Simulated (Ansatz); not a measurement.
**HfNi: how the settings move a single-point run**

Question: which choices in the input matter for HfNi?

Program: Ansatz 0.2.0. Level of theory: reference: DFT, PBEsol, PAW with Ansatz's default frozen-core files, scalar-relativistic. These are calculated values, not measurements.

## (1) The structure to begin with

Symmetry: Cmcm, No. 63, orthorhombic system. Conventional cell: a = 3.114 Å, b = 9.564 Å, c = 3.924 Å, α = 90.00°, β = 90.00°, γ = 90.00°. Around Hf (site symmetry m2m) lie 7 Ni at 2.56 to 2.65 Å. Around Ni (site symmetry m2m) lie 2 Ni at 2.54 Å and 7 Hf at 2.56 to 2.65 Å.

Structure file:

```
Hf Ni
1.0
     1.55705   -4.78216    0.00000
     1.55705    4.78216    0.00000
     0.00000    0.00000    3.92429
Hf Ni
2 2
Cartesian
  1.5570 -3.4529 2.9432
  1.5570 3.4529 0.9811
  1.5570 -0.8058 2.9432
  1.5570 0.8058 0.9811
```

## (2) Baseline

The input, input.yaml:

```yaml
crystal:
  lattice:
    - [1.5570466879, -4.7821609615, 0.0]
    - [1.5570466879, 4.7821609615, 0.0]
    - [0.0, 0.0, 3.9242922747]
  atoms:
    - { symbol: Hf, position: [0.8610144, 0.1389856, 0.75], spin: 0.6 }
    - { symbol: Hf, position: [0.1389856, 0.8610144, 0.25], spin: 0.6 }
    - { symbol: Ni, position: [0.58425451, 0.41574549, 0.75], spin: 1.5 }
    - { symbol: Ni, position: [0.41574549, 0.58425451, 0.25], spin: 1.5 }
magnetization:
  spin_polarized: true
kpoints:
  mp_grid: { grid: [9, 9, 7] }
scf:
  occupations: { method: fermi_dirac, width: 0.08 }
  lower_state_search: "off"
hamiltonian:
  xc: pbesol
  pseudopotentials: { kind: paw }
output:
  forces: true
  stress: true
  eigenvalues: true
  populations: true
```

Started as:

```bash
ansatz run input.yaml --threads 2 --pin off --max-ram 6144MiB --backend cpu --events-out ev --progress --plain --runs-dir out
```

## (3) Variant: mp_grid.grid [14, 14, 10], preconditioner kerker

Changes to input.yaml since step 2:

```diff
@@ -13,3 +13,3 @@
 kpoints:
-  mp_grid: { grid: [9, 9, 7] }
+  mp_grid: { grid: [14, 14, 10] }
 scf:
@@ -17,2 +17,3 @@
   lower_state_search: "off"
+  mixing: { preconditioner: kerker }
 hamiltonian:
```

What does the calculation give? Wanted: for each run, ending; energy change; pressure; gap; force.

The runs gave:

```
                                                run     ending  energy change  pressure (GPa)  gap (eV)  force (eV/Å)  cycles     time
                                          reference  converged              0            14.3      0.00          0.37      19     44 s
1: mp_grid.grid [14, 14, 10], preconditioner kerker  converged  -0.8 meV/atom            14.3      0.00          0.35      19  2.4 min
```

Residual by cycle in the longest SCF loop of each run; runs are numbered as in the table. The quantity is the density residual dr2, in eV.

```
cycle  reference    run 1
    1       10.8     10.8
    3       2.18     2.18
    4      0.688    0.689
    6     0.0616   0.0652
    8     0.0406   0.0412
    9     0.0029  0.00293
   11    0.00915  0.00801
   12    0.00815  0.00737
   14     2.4e-5   2.2e-5
   16     2.7e-7   2.6e-7
   17     1.7e-9   1.3e-9
   19    6.7e-11  7.8e-11
```

Changing the k-point mesh and mixing moves the energy by -0.8 meV/atom. Mixing only sets the path, so the shift comes from the other change. The energy is not variational in the mesh, so the sign tells nothing. Cost: 2.4 min against 44 s. The structure is not at rest: the sound run finds 14 GPa, so these are no properties of the relaxed crystal. 
